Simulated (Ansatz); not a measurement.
# Si: an axial (c/a) deformation path

An exercise on one series of results from a longer session: the logs are not shown, and one member is left open.

Program: Ansatz 0.2.0. Level of theory: DFT LDA, scalar-relativistic, plane waves, PAW. These are calculated values, not measurements.

## Starting point

The structure is hexagonal, space group P6/mmm (No. 191). The conventional cell has a = 2.621 Å, b = 2.621 Å, c = 2.466 Å, α = 90.00°, β = 90.00°, γ = 120.00°. Around Si (site symmetry 6/mmm) lie 8 Si at 2.47 to 2.62 Å.

Coordinates:

```xyz
1
Lattice="2.6205 0.0000 0.0000 -1.3103 2.2695 0.0000 0.0000 0.0000 2.4664" Properties=species:S:1:pos:R:3 pbc="T T T"
Si    0.0000    0.0000    0.0000
```

It goes back to an entry of the Materials Project, which need not be the stable form.

No relaxation comes first: the listed cell is the starting point.

Set-up of the first run:

input.yaml

```yaml
crystal:
  lattice:
    - [2.6205428149, 0.0, 0.0]
    - [-1.3102714075, 2.2694566494, 0.0]
    - [0.0, 0.0, 2.46635439]
  atoms:
    - { symbol: Si, position: [0.0, 0.0, 0.0] }
basis:
  ecutwfc: 420
kpoints:
  mp_grid: { grid: [24, 24, 22] }
hamiltonian:
  xc: lda
scf:
  occupations: { method: gaussian, width: 0.15 }
output:
  forces: true
  stress: true
  eigenvalues: true
```

Steps of the session up to this table: The reference: the undisturbed cell on the scan's mesh; ρ = 0.850; Point ρ = 1.200; At ρ = 0.920; ρ = 1.100; At ρ = 0.960; ρ = 1.050; ρ = 0.800; Point ρ = 1.300.

One table of the session follows, with a row left open; its other results are not shown here.

```
    ρ  ΔE (meV/atom)  pressure (GPa)
0.800          478.6            14.8
0.850              ?               ?
0.920           48.9             1.4
0.960           10.0            -0.2
1.000            0.0            -0.8
1.050           19.0            -0.8
1.100           69.1             0.0
1.200          217.5             3.6
1.300          397.3             8.9
```

Estimate the missing values for ρ = 0.850.

Worked estimate for «ΔE (meV/atom)». A straight line through the neighbours (0.800, 478.6) and (0.920, 48.9) gives 478.6 + (48.9 − 478.6) × (0.850 − 0.800) / (0.920 − 0.800) = 299.6; a parabola fitted to 3 rows on both sides gives 242.5.

As computed: ΔE (meV/atom): 223.0; pressure (GPa): 7.2. In «ΔE (meV/atom)» the line misses by +76.6 and the parabola by +19.5.
